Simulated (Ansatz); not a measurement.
## Al, space group P6_3/mmc: a band structure, step by step

With the Ansatz DFT code, driven from Python.

Contents of `POSCAR_al`:
```text
Al
1.0
   2.81245535    0.00000000    0.00000000
  -1.40622768    2.43565778    0.00000000
   0.00000000    0.00000000    4.86685000
Al
2
Direct
   0.66666667    0.33333333    0.75000000
   0.33333333    0.66666667    0.25000000
```

At the Python prompt:
```pycon
>>> from collections import Counter
>>> from pathlib import Path
>>> import json
>>> import ansatz
>>> from ase.io import read
>>> import numpy as np
>>> SETTINGS = {
...     "smearing": "fermi_dirac",
...     "smearing_width": 0.15,
...     "kgrid": (9, 9, 5),
...     "xc": "r2SCAN",
...     "extra_bands": 6,
... }
>>> atoms = read("POSCAR_al", format="vasp")
>>> cell = ansatz.Crystal.from_ase(atoms)
>>> len(cell.resolved().sites)
2
>>> path = [
...     ("G", (0.0, 0.0, 0.0)),
...     ("M", (0.5, 0.0, 0.0)),
...     ("K", (0.33333, 0.33333, 0.0)),
...     ("G", (0.0, 0.0, 0.0)),
...     ("A", (0.0, 0.0, 0.5)),
...     ("L", (0.5, 0.0, 0.5)),
... ]
>>> calc = (
...     cell.calculation()
...     .occupations(SETTINGS["smearing"], width=SETTINGS["smearing_width"])
...     .kpoints(*SETTINGS["kgrid"])
...     .functional(SETTINGS["xc"])
...     .band_structure([point for _, point in path], intervals=6)
...     .scf(extra_bands=SETTINGS["extra_bands"])
...     .density()
...     .potential()
...     .electron_localization_function()
...     .output_files(volumetric_format="npy")
... )
>>> out = calc.run(events_out="events.ndjson")
DeckWarning: basis.ecutwfc = 500 eV, auto-derived from the records' recommended cutoffs: set by Al (their level for a meta-GGA)
>>> r = out.report
>>> r["published_state_doubts"]
[]
>>> with open("events.ndjson") as stream:
...     kinds = Counter(json.loads(line)["event"] for line in stream)
...
>>> print("events:", {kind: kinds[kind] for kind in ("scf_iter", "scf_done", "notice", "finished")})
events: {'scf_iter': 6, 'scf_done': 1, 'notice': 2, 'finished': 1}
>>> print(f"free energy      {r['free_energy_ev']:.5f} eV")
free energy      -1080.77126 eV
>>> print(f"per atom         {r['free_energy_ev'] / len(out.lattice.sites):.5f} eV")
per atom         -540.38563 eV
>>> print(f"SCF iterations   {r['n_iterations']}  (converged: {r['converged']})")
SCF iterations   6  (converged: True)
>>> folder = Path(out.write_results("fields"))
>>> print("densities in e/A^3, potentials in eV, ELF without unit")
densities in e/A^3, potentials in eV, ELF without unit
>>> for name in sorted(p.name for p in folder.glob("*.npy")):
...     field = np.load(folder / name)
...     print(f"{name:16s} {str(field.shape):16s} min {field.min():10.4f}  mean {field.mean():10.4f}  max {field.max():10.4f}")
...
elf.npy          (24, 24, 36)     min     0.0230  mean     0.4900  max     0.6575
rho.npy          (24, 24, 36)     min     0.0578  mean     0.1800  max     0.2248
v_es.npy         (24, 24, 36)     min   -11.3763  mean     3.2657  max    10.6075
v_tot.npy        (24, 24, 36)     min   -22.8371  mean    -7.3412  max     1.3255
>>> bands = out.band_structure()
>>> fermi = bands.fermi_energy_ev
>>> print(f"zero of the bands: {fermi:.3f} eV, the Fermi level found on the SCF mesh")
zero of the bands: 7.879 eV, the Fermi level found on the SCF mesh
>>> for spin, channel in enumerate(bands.channels):
...     print("channel", spin, "- computed levels within 4 eV of the Fermi level")
...     for i, (label, _) in enumerate(path):
...         levels = channel.eigenvalues_ev[i * 6] - fermi
...         print(f"  {label:3s}", " ".join(f"{e:7.3f}" for e in levels if abs(e) < 4))
...
channel 0 - computed levels within 4 eV of the Fermi level
  G
  M     0.599   0.713   1.379   1.555
  K    -3.248  -3.241  -3.241   2.144   2.639   2.640
  G
  A     2.530   2.530
  L    -3.213  -3.213
```

Absolute energies stand on the zero of these potentials, so only differences at equal settings mean something. The computed bands are complete only to about 4.2 eV above the Fermi level. The mesh is modest for a metal, so energies can be off by several to tens of meV an atom and pressures by half a GPa or more; differences at equal mesh fare better. A Fermi-Dirac width this large means warm electrons, whose thermal share enters the free energy. Densities and potentials on the grid are those of the valence electrons, and inside the cores they hang on the potentials used. This isn't the structure that Al takes at ambient conditions. Gaps and levels are Kohn-Sham values on a finite set of k-points. Warnings are shown shortened and without file and line. Wall time of the script: 2 s on 1 thread of Intel(R) Xeon(R) 6975P-C (Granite Rapids), on a shared host, peak memory 0.46 GiB.

(Lines on the test bed's own set-up are left out of the output.)
